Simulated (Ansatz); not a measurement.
# Zn27Se26O (Stilleite): the cost of one run

Computed with Ansatz 0.2.0 (DFT, PBE, plane-wave PAW, default files, scalar-relativistic, unless a step's input says otherwise).

1 further run of the same task is left out (it didn't finish).

**1. The starting structure**

The structure is cubic, space group F-43m (No. 216). Conventional cell: a = 17.003 Å, b = 17.003 Å, c = 17.003 Å, α = 90.00°, β = 90.00°, γ = 90.00°. Zn (site symmetry 3m) has 1 O at 2.45 Å and 3 Se at 2.45 Å as nearest neighbours. Around Zn (site symmetry 2mm) lie 4 Se at 2.45 Å. Zn (site symmetry m) is surrounded by 4 Se at 2.45 Å. Zn (site symmetry -43m) is surrounded by 4 Se at 2.45 Å. Zn (site symmetry 3m) has 4 Se at 2.45 Å as nearest neighbours. O (site symmetry -43m) is surrounded by 4 Zn at 2.45 Å. Se (site symmetry m) is surrounded by 4 Zn at 2.45 Å. Se (site symmetry 3m) is surrounded by 4 Zn at 2.45 Å. Only part of the 10 independent sites is listed.

Structure file:

```cif
data_structure
_symmetry_space_group_name_H-M 'P 1'
_symmetry_Int_Tables_number 1
_cell_length_a 12.0228
_cell_length_b 12.0228
_cell_length_c 12.0228
_cell_angle_alpha 60.000
_cell_angle_beta 60.000
_cell_angle_gamma 60.000
_cell_volume 1228.86
loop_
_atom_site_label
_atom_site_type_symbol
_atom_site_fract_x
_atom_site_fract_y
_atom_site_fract_z
_atom_site_occupancy
Zn1 Zn 0.00000 0.00000 0.00000 1
Zn2 Zn 0.00000 0.00000 0.33333 1
Zn3 Zn 0.00000 0.00000 0.66667 1
Zn4 Zn 0.00000 0.33333 0.00000 1
Zn5 Zn 0.00000 0.33333 0.33333 1
Zn6 Zn 0.00000 0.33333 0.66667 1
Zn7 Zn 0.00000 0.66667 0.00000 1
Zn8 Zn 0.00000 0.66667 0.33333 1
Zn9 Zn 0.00000 0.66667 0.66667 1
Zn10 Zn 0.33333 0.00000 0.00000 1
Zn11 Zn 0.33333 0.00000 0.33333 1
Zn12 Zn 0.33333 0.00000 0.66667 1
Zn13 Zn 0.33333 0.33333 0.00000 1
Zn14 Zn 0.33333 0.33333 0.33333 1
Zn15 Zn 0.33333 0.33333 0.66667 1
Zn16 Zn 0.33333 0.66667 0.00000 1
Zn17 Zn 0.33333 0.66667 0.33333 1
Zn18 Zn 0.33333 0.66667 0.66667 1
Zn19 Zn 0.66667 0.00000 0.00000 1
Zn20 Zn 0.66667 0.00000 0.33333 1
Zn21 Zn 0.66667 0.00000 0.66667 1
Zn22 Zn 0.66667 0.33333 0.00000 1
Zn23 Zn 0.66667 0.33333 0.33333 1
Zn24 Zn 0.66667 0.33333 0.66667 1
Zn25 Zn 0.66667 0.66667 0.00000 1
Zn26 Zn 0.66667 0.66667 0.33333 1
Zn27 Zn 0.66667 0.66667 0.66667 1
O1 O 0.08333 0.08333 0.08333 1
Se1 Se 0.08333 0.08333 0.41667 1
Se2 Se 0.08333 0.08333 0.75000 1
Se3 Se 0.08333 0.41667 0.08333 1
Se4 Se 0.08333 0.41667 0.41667 1
Se5 Se 0.08333 0.41667 0.75000 1
Se6 Se 0.08333 0.75000 0.08333 1
Se7 Se 0.08333 0.75000 0.41667 1
Se8 Se 0.08333 0.75000 0.75000 1
Se9 Se 0.41667 0.08333 0.08333 1
Se10 Se 0.41667 0.08333 0.41667 1
Se11 Se 0.41667 0.08333 0.75000 1
Se12 Se 0.41667 0.41667 0.08333 1
Se13 Se 0.41667 0.41667 0.41667 1
Se14 Se 0.41667 0.41667 0.75000 1
Se15 Se 0.41667 0.75000 0.08333 1
Se16 Se 0.41667 0.75000 0.41667 1
Se17 Se 0.41667 0.75000 0.75000 1
Se18 Se 0.75000 0.08333 0.08333 1
Se19 Se 0.75000 0.08333 0.41667 1
Se20 Se 0.75000 0.08333 0.75000 1
Se21 Se 0.75000 0.41667 0.08333 1
Se22 Se 0.75000 0.41667 0.41667 1
Se23 Se 0.75000 0.41667 0.75000 1
Se24 Se 0.75000 0.75000 0.08333 1
Se25 Se 0.75000 0.75000 0.41667 1
Se26 Se 0.75000 0.75000 0.75000 1
```

Atom 28 of the input is the impurity.

**2. First run, atoms as given**

input.yaml reads:

```yaml
crystal:
  lattice:
    - [0.0, 8.5014, 8.5014]
    - [8.5014, 0.0, 8.5014]
    - [8.5014, 8.5014, 0.0]
  atoms:
    - { symbol: Zn, position: [0.0, 0.0, 0.0] }
    - { symbol: Zn, position: [0.0, 0.0, 0.3333333333] }
    - { symbol: Zn, position: [0.0, 0.0, 0.6666666667] }
    - { symbol: Zn, position: [0.0, 0.3333333333, 0.0] }
    - { symbol: Zn, position: [0.0, 0.3333333333, 0.3333333333] }
    - { symbol: Zn, position: [0.0, 0.3333333333, 0.6666666667] }
    - { symbol: Zn, position: [0.0, 0.6666666667, 0.0] }
    - { symbol: Zn, position: [0.0, 0.6666666667, 0.3333333333] }
    - { symbol: Zn, position: [0.0, 0.6666666667, 0.6666666667] }
    - { symbol: Zn, position: [0.3333333333, 0.0, 0.0] }
    - { symbol: Zn, position: [0.3333333333, 0.0, 0.3333333333] }
    - { symbol: Zn, position: [0.3333333333, 0.0, 0.6666666667] }
    - { symbol: Zn, position: [0.3333333333, 0.3333333333, 0.0] }
    - { symbol: Zn, position: [0.3333333333, 0.3333333333, 0.3333333333] }
    - { symbol: Zn, position: [0.3333333333, 0.3333333333, 0.6666666667] }
    - { symbol: Zn, position: [0.3333333333, 0.6666666667, 0.0] }
    - { symbol: Zn, position: [0.3333333333, 0.6666666667, 0.3333333333] }
    - { symbol: Zn, position: [0.3333333333, 0.6666666667, 0.6666666667] }
    - { symbol: Zn, position: [0.6666666667, 0.0, 0.0] }
    - { symbol: Zn, position: [0.6666666667, 0.0, 0.3333333333] }
    - { symbol: Zn, position: [0.6666666667, 0.0, 0.6666666667] }
    - { symbol: Zn, position: [0.6666666667, 0.3333333333, 0.0] }
    - { symbol: Zn, position: [0.6666666667, 0.3333333333, 0.3333333333] }
    - { symbol: Zn, position: [0.6666666667, 0.3333333333, 0.6666666667] }
    - { symbol: Zn, position: [0.6666666667, 0.6666666667, 0.0] }
    - { symbol: Zn, position: [0.6666666667, 0.6666666667, 0.3333333333] }
    - { symbol: Zn, position: [0.6666666667, 0.6666666667, 0.6666666667] }
    - { symbol: O, position: [0.0833333333, 0.0833333333, 0.0833333333] }
    - { symbol: Se, position: [0.0833333333, 0.0833333333, 0.4166666667] }
    - { symbol: Se, position: [0.0833333333, 0.0833333333, 0.75] }
    - { symbol: Se, position: [0.0833333333, 0.4166666667, 0.0833333333] }
    - { symbol: Se, position: [0.0833333333, 0.4166666667, 0.4166666667] }
    - { symbol: Se, position: [0.0833333333, 0.4166666667, 0.75] }
    - { symbol: Se, position: [0.0833333333, 0.75, 0.0833333333] }
    - { symbol: Se, position: [0.0833333333, 0.75, 0.4166666667] }
    - { symbol: Se, position: [0.0833333333, 0.75, 0.75] }
    - { symbol: Se, position: [0.4166666667, 0.0833333333, 0.0833333333] }
    - { symbol: Se, position: [0.4166666667, 0.0833333333, 0.4166666667] }
    - { symbol: Se, position: [0.4166666667, 0.0833333333, 0.75] }
    - { symbol: Se, position: [0.4166666667, 0.4166666667, 0.0833333333] }
    - { symbol: Se, position: [0.4166666667, 0.4166666667, 0.4166666667] }
    - { symbol: Se, position: [0.4166666667, 0.4166666667, 0.75] }
    - { symbol: Se, position: [0.4166666667, 0.75, 0.0833333333] }
    - { symbol: Se, position: [0.4166666667, 0.75, 0.4166666667] }
    - { symbol: Se, position: [0.4166666667, 0.75, 0.75] }
    - { symbol: Se, position: [0.75, 0.0833333333, 0.0833333333] }
    - { symbol: Se, position: [0.75, 0.0833333333, 0.4166666667] }
    - { symbol: Se, position: [0.75, 0.0833333333, 0.75] }
    - { symbol: Se, position: [0.75, 0.4166666667, 0.0833333333] }
    - { symbol: Se, position: [0.75, 0.4166666667, 0.4166666667] }
    - { symbol: Se, position: [0.75, 0.4166666667, 0.75] }
    - { symbol: Se, position: [0.75, 0.75, 0.0833333333] }
    - { symbol: Se, position: [0.75, 0.75, 0.4166666667] }
    - { symbol: Se, position: [0.75, 0.75, 0.75] }
kpoints:
  mp_grid: { grid: [2, 2, 2] }
scf:
  occupations: { method: fermi_dirac, width: 0.01 }
hamiltonian:
  xc: pbe
  pseudopotentials: { kind: paw }
output:
  forces: true
  stress: true
  populations: true
  efg:
    quadrupole_moments_barn: { Zn: 0.122, O: -0.02558 }
    contact_densities: true
```

Run with:

```console
$ ansatz run input.yaml --threads 4 --pin off --max-ram 8192MiB --backend cpu --events-out ev --progress --plain --runs-dir out
```

Q: Estimate wall time and peak memory on 4 threads of Arm Neoverse V1, shared host.

About 88 s, with a peak of 5.7 GiB.
